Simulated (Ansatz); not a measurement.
This script makes an equation of state with a fit of TiO₂, space group I4_1/amd with the Ansatz DFT code, driven from Python.

Script `eos_tio2.py`:
```python
"""Energy against volume for TiO2, with a fit."""

import warnings

import ansatz as az
import numpy as np
from pymatgen.analysis.eos import EOS

vectors0 = np.array([
    [-1.8921, 1.8921, 4.7573],
    [1.8921, -1.8921, 4.7573],
    [1.8921, 1.8921, -4.7573],
])
sites = [
    ("Ti", (0.0, 0.0, 0.0)),
    ("Ti", (0.75, 0.25, 0.5)),
    ("O", (0.2081, 0.2081, 0.0)),
    ("O", (0.9581, 0.4581, 0.5)),
    ("O", (0.5419, 0.0419, 0.5)),
    ("O", (0.7919, 0.7919, 0.0)),
]


def crystal_on(cell):
    crystal = az.Crystal(lattice=az.Lattice.of(cell))
    for symbol, position in sites:
        crystal = crystal.atom(symbol, position)
    return crystal


def main() -> None:
    warnings.simplefilter("ignore", az.DeckWarning)

    # uniform scaling of the cell
    volumes, energies = [], []
    for scale in np.linspace(0.95, 1.07, 5):
        cell = vectors0 * scale ** (1 / 3)
        base = (
            crystal_on(cell).calculation()
            .scf(tolerance=1e-09)
            .occupations("Fixed")
            .pseudopotentials("paw")
            .basis(420)
            .functional("pbe")
            .kpoints(8, 8, 8)
        )
        rep = base.run(threads=1, pin="off").report
        volumes.append(abs(np.linalg.det(cell)) / len(sites))
        energies.append(rep["free_energy_ev"] / len(sites))
        print(f"V = {volumes[-1]:8.4f} A^3/atom  F = {energies[-1]:.5f} eV/atom")

    for form in ["pourier_tarantola"]:
        fit = EOS(eos_name=form).fit(volumes, energies)
        print(f"{form:18s} V0 {fit.v0:8.4f} A^3/atom  B0 {fit.b0_GPa:7.1f} GPa  B1 {fit.b1:5.2f}")


if __name__ == "__main__":
    main()
```

From its runs, with one value withheld:

| V (Å³/atom) | F less the lowest row shown (meV/atom) |
| --- | --- |
| 10.787 | 43.32 |
| 11.127 | ? |
| 11.468 | 0.00 |
| 11.808 | 0.31 |
| 12.149 | 12.50 |

What is the missing energy at 11.127 Å³ an atom?

A third-order Birch-Murnaghan fit, E = E0 + (9 V0 B0 / 16) [(t - 1)³ B' + (t - 1)² (6 - 4t)] with t = (V0/V)^(2/3), through the 4 rows shown gives V0 = 11.628 Å³, B0 = 206.6 GPa, B' = 4.26 and E0 = -1.45 meV. At V = 11.127 Å³, t = 1.02977, and the fit interpolates to 13.56 meV. The run gave 13.55 meV, a miss of 0.01 meV.

Reading the output:
- No spin polarisation was allowed.
- Shape and fractional positions are held along the curve, so the bulk modulus is an upper value where they are free to relax.
- The starting cell is as deposited in a crystallographic database; the results hold for this polymorph, which needn't be the stable one.
- Wall time of the script: 33 s on 1 thread of Arm Neoverse V1 (shared host), peak memory 0.52 GiB.
